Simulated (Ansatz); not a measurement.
# InSe2: the cost of one run

Program: Ansatz 0.2.0. Level of theory: DFT PBE, scalar-relativistic, plane waves, PAW. These are calculated values, not measurements.

72 further runs of the same task are left out: 1 that didn't finish, 71 set aside as unsound or not needed.

**1. The structure to begin with**

Symmetry: P4/nmm, No. 129, tetragonal system. The conventional cell has a = 3.887 Å, b = 3.887 Å, c = 9.732 Å, α = 90.00°, β = 90.00°, γ = 90.00°. In (site symmetry 4mm) has 4 Se at 2.83 Å as nearest neighbours. Around Se (site symmetry 4mm) lie 4 In at 2.83 Å. Se (site symmetry -4m2) has 4 Se at 2.75 Å as nearest neighbours.

Structure file:

```
CELL_PARAMETERS angstrom
3.88711 0.00000 0.00000
0.00000 3.88711 0.00000
0.00000 0.00000 9.73169
ATOMIC_POSITIONS crystal
In 0.00000 0.50000 0.70359
In 0.50000 0.00000 0.29641
Se 0.00000 0.50000 0.36578
Se 0.50000 0.00000 0.63422
Se 0.00000 0.00000 0.00000
Se 0.50000 0.50000 0.00000
```

It goes back to an entry of the Materials Project, which need not be the stable form.

It is the result of an earlier relaxation at this level (volume 24.51 Å³/atom; gap on the mesh: none (metal)).

**2. The scan**

The energy is mapped over volume and the cell's shape.

The axes are (1) volume per atom: 11 values from 20.59 to 28.43 Å³; (2) c/a of the conventional cell: 11 values from 2.087 to 3.003.

Nothing else is relaxed (fractional coordinates fixed). Energies count from the relaxed crystal. Points are written as (first, second).

**3. Grid point (20.59 Å³, 2.245)**

Input file input.yaml:

```yaml
crystal:
  lattice:
    - [3.8035992528, 0.0, 0.0]
    - [0.0, 3.8035992528, 0.0]
    - [0.0, 0.0, 8.5375588829]
  atoms:
    - { symbol: In, position: [0.0, 0.5, 0.7035891433] }
    - { symbol: In, position: [0.5, 0.0, 0.2964108567] }
    - { symbol: Se, position: [0.0, 0.5, 0.3657763741] }
    - { symbol: Se, position: [0.5, 0.0, 0.6342236259] }
    - { symbol: Se, position: [0.0, 0.0, 0.0] }
    - { symbol: Se, position: [0.5, 0.5, 0.0] }
basis:
  ecutwfc: 420
kpoints:
  mp_grid: { grid: [12, 12, 6] }
hamiltonian:
  xc: pbe
  pseudopotentials: { kind: paw, azcp: { folder: soft_1 } }
scf:
  occupations: { method: gaussian, width: 0.15 }
output:
  forces: true
  stress: true
  eigenvalues: true
```

Launch:

```console
ansatz run input.yaml --threads 4 --pin off --max-ram 8192MiB --backend cpu --events-out ev --progress --plain --runs-dir out
```

What time and memory should one allow on 4 threads of Intel Xeon 6975P-C (Granite Rapids), shared host?

About 6.6 s, with a peak of 0.88 GiB.
